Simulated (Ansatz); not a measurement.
# GeH6SSi: the cost of one run

Program: Ansatz 0.2.0 through its Python package. Level of theory: B3LYP/def2-SVP. These are calculated values, not measurements.

## Step 1: The system

Bond lengths: Si1–Ge2 2.246 Å, Ge2–S3 2.213 Å, Si1–H4 1.424 Å, Si1–H5 1.499 Å, Si1–H6 1.513 Å, Ge2–H7 1.580 Å, Ge2–H8 1.535 Å, S3–H9 1.431 Å. Angles: Si1–Ge2–S3 109.0°, Si1–Ge2–H7 109.6°, Si1–Ge2–H8 110.1°, S3–Ge2–H7 109.9°, S3–Ge2–H8 110.4°, H7–Ge2–H8 107.9°, Ge2–Si1–H4 110.8°, Ge2–Si1–H5 112.1°, Ge2–Si1–H6 111.8°, H4–Si1–H5 107.4°, H4–Si1–H6 107.1°, H5–Si1–H6 107.4°, Ge2–S3–H9 93.0°.

The script holds or builds the structure itself.

## Step 2: Script

geh6ssi.py reads:

```python
'''Bending curve of GeH6SSi.'''

from dataclasses import dataclass

import ansatz as az
from ase import Atoms


@dataclass(frozen=True)
class Settings:
    basis: str = 'def2-SVP'
    functional: str = 'b3lyp'
    force_tol: float = 0.02


settings = Settings()

atoms = Atoms(['Si', 'Ge', 'S', 'H', 'H', 'H', 'H', 'H', 'H'], positions=[
    (-0.8872, 0.9662, -0.7478),
    (0.6158, -0.5136, 0.0239),
    (0.1528, -0.9737, 2.1385),
    (-2.2091, 0.4448, -0.6486),
    (-0.6483, 1.3132, -2.1862),
    (-0.8595, 2.2583, 0.039),
    (2.0677, 0.0983, -0.0885),
    (0.5778, -1.7938, -0.8218),
    (1.2785, -1.846, 2.2743),
])

# start the scan from a relaxed geometry
first = (
    az.Crystal.molecule_from_ase(atoms).calculation()
    .basis(gaussian=settings.basis)
    .functional(settings.functional)
    .accuracy('medium')
    .relax(force_tolerance=settings.force_tol, max_steps=80)
)
atoms.positions = first.run(threads=1, pin='off').report['positions_ang']

rows = []
for angle in [85, 95, 105, 115, 125, 140, 160]:
    bent = atoms.copy()
    bent.set_angle(1, 2, 8, angle, indices=[8])
    calculation = (
        az.Crystal.molecule_from_ase(bent).calculation()
        .basis(gaussian=settings.basis)
        .functional(settings.functional)
        .accuracy('medium')
    )
    rows.append((angle, calculation.run(threads=1, pin='off').report['free_energy_ev']))
floor = min(e for _, e in rows)
for angle, e in rows:
    print(f'angle Ge1-S2-H8 = {angle:3d} deg   {1000 * (e - floor):9.1f} meV')
```

## Step 3: The calls as engine input

The package turns the script's settings into the engine's input (first run):

```yaml
crystal:
  periodic: [false, false, false]
  atoms:
    - { symbol: Si, position_ang: [-0.8872, 0.9662, -0.7478] }
    - { symbol: Ge, position_ang: [0.6158, -0.5136, 0.0239] }
    - { symbol: S, position_ang: [0.1528, -0.9737, 2.1385] }
    - { symbol: H, position_ang: [-2.2091, 0.4448, -0.6486] }
    - { symbol: H, position_ang: [-0.6483, 1.3132, -2.1862] }
    - { symbol: H, position_ang: [-0.8595, 2.2583, 0.039] }
    - { symbol: H, position_ang: [2.0677, 0.0983, -0.0885] }
    - { symbol: H, position_ang: [0.5778, -1.7938, -0.8218] }
    - { symbol: H, position_ang: [1.2785, -1.846, 2.2743] }
accuracy: medium
basis:
  gaussian:
    orbitals: def2-SVP
hamiltonian:
  xc: b3lyp
relax:
  f_tol: 0.02
  max_steps: 80
```

## Step 4: Running it

On the command line:

```bash
$ python geh6ssi.py
```

Q: Estimate wall time and peak memory on 1 thread of Arm Neoverse N1, shared host.

About 96 s, with a peak of 0.3 GiB.
